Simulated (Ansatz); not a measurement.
# CH₆GeN₂O: one species, many methods

An exercise on one series of results from a longer session: the logs are not shown, and one member is left open.

Method: functionals in def2-TZVPP, the program's frozen cores in correlated methods; program: Ansatz 0.2.0, Gaussian basis.

Levels to be run: PBE-D4, r2SCAN-D4, PBE0-D4, B3LYP-D4, ωB97X-V, ωB97M-V, B2PLYP; CCSD(T)/def2-TZVPP; MP2/def2-QZVPP; extrapolation to the limit.

### The relaxed structure

The geometry comes from an earlier relaxation with PBE0-D4 in a triple-zeta def2 set; it is a stationary point, not always the lowest conformer.

SMILES `N=[C](O)[GeH2][NH2]`, 11 atoms, charge 0, spin multiplicity 1.

Atoms are counted from 1 here; the program's logs count them from 0.

Bond lengths: N1–C2 1.263 Å, N1–H6 1.015 Å, C2–O3 1.347 Å, C2–Ge4 1.988 Å, O3–H7 0.971 Å, Ge4–N5 1.834 Å, Ge4–H8 1.534 Å, Ge4–H9 1.537 Å, N5–H10 1.011 Å, N5–H11 1.011 Å. Angles: C2–N1–H6 111.9°, N1–C2–O3 119.6°, N1–C2–Ge4 128.2°, O3–C2–Ge4 112.2°, C2–O3–H7 106.6°, C2–Ge4–N5 114.3°, C2–Ge4–H8 108.9°, C2–Ge4–H9 105.5°, N5–Ge4–H8 107.5°, N5–Ge4–H9 108.4°, H8–Ge4–H9 112.4°, Ge4–N5–H10 114.0°, Ge4–N5–H11 113.3°, H10–N5–H11 108.3°.

Set-up of the first run:

The input, in.yaml:

```yaml
crystal:
  periodic: [false, false, false]
  atoms:
    - {symbol: N, position_ang: [0.321293, 0.794895, 2.051400]}
    - {symbol: C, position_ang: [0.001900, 0.762357, 0.829471]}
    - {symbol: O, position_ang: [0.032927, 1.896814, 0.104158]}
    - {symbol: Ge, position_ang: [-0.563727, -0.806385, -0.252239]}
    - {symbol: N, position_ang: [0.402306, -1.049167, -1.792129]}
    - {symbol: H, position_ang: [0.263396, -0.122602, 2.482253]}
    - {symbol: H, position_ang: [0.320482, 2.602614, 0.705418]}
    - {symbol: H, position_ang: [-2.033775, -0.628066, -0.654232]}
    - {symbol: H, position_ang: [-0.347851, -2.029329, 0.653049]}
    - {symbol: H, position_ang: [1.394234, -1.171397, -1.639924]}
    - {symbol: H, position_ang: [0.274214, -0.306831, -2.466724]}
basis:
  gaussian: {orbitals: def2-TZVPP}
hamiltonian: {xc: pbe, dispersion: d4}
output: {forces: true, orbitals: {seedname: orbitals}}
```

The run is started by

```
$ ansatz run in.yaml --threads 4 --pin off --events-out ev --progress --plain --max-ram 10444MiB
```

Steps of the session up to this table: PBE-D4 (GGA); r2SCAN-D4 (meta-GGA); PBE0-D4 (hybrid); B3LYP-D4 (hybrid); ωB97X-V (range-separated); ωB97M-V (range-separated); B2PLYP (double hybrid); CCSD(T) in def2-TZVPP; MP2 in def2-QZVPP.

One of the session's tables, all rows but one given; the rest of the session is left out.

| method | atomisation energy (eV) |
| --- | --- |
| PBE-D4 | 41.065 |
| r2SCAN-D4 | 39.805 |
| PBE0-D4 | 39.812 |
| B3LYP-D4 | 39.932 |
| ωB97X-V | 40.124 |
| ωB97M-V | 39.966 |
| B2PLYP | ? |
| HF/def2-TZVPP | 25.944 |
| MP2/def2-TZVPP | 39.396 |
| CCSD/def2-TZVPP | 37.909 |
| CCSD(T)/def2-TZVPP | 38.719 |
| MP2/CBS | 40.617 |
| CCSD(T)/CBS | 39.941 |

Q: Estimate the row for B2PLYP from the others.

**Answer.** atomisation energy (eV): 39.457. In the column «atomisation energy (eV)» it lies between MP2/def2-TZVPP (39.396) and r2SCAN-D4 (39.805).
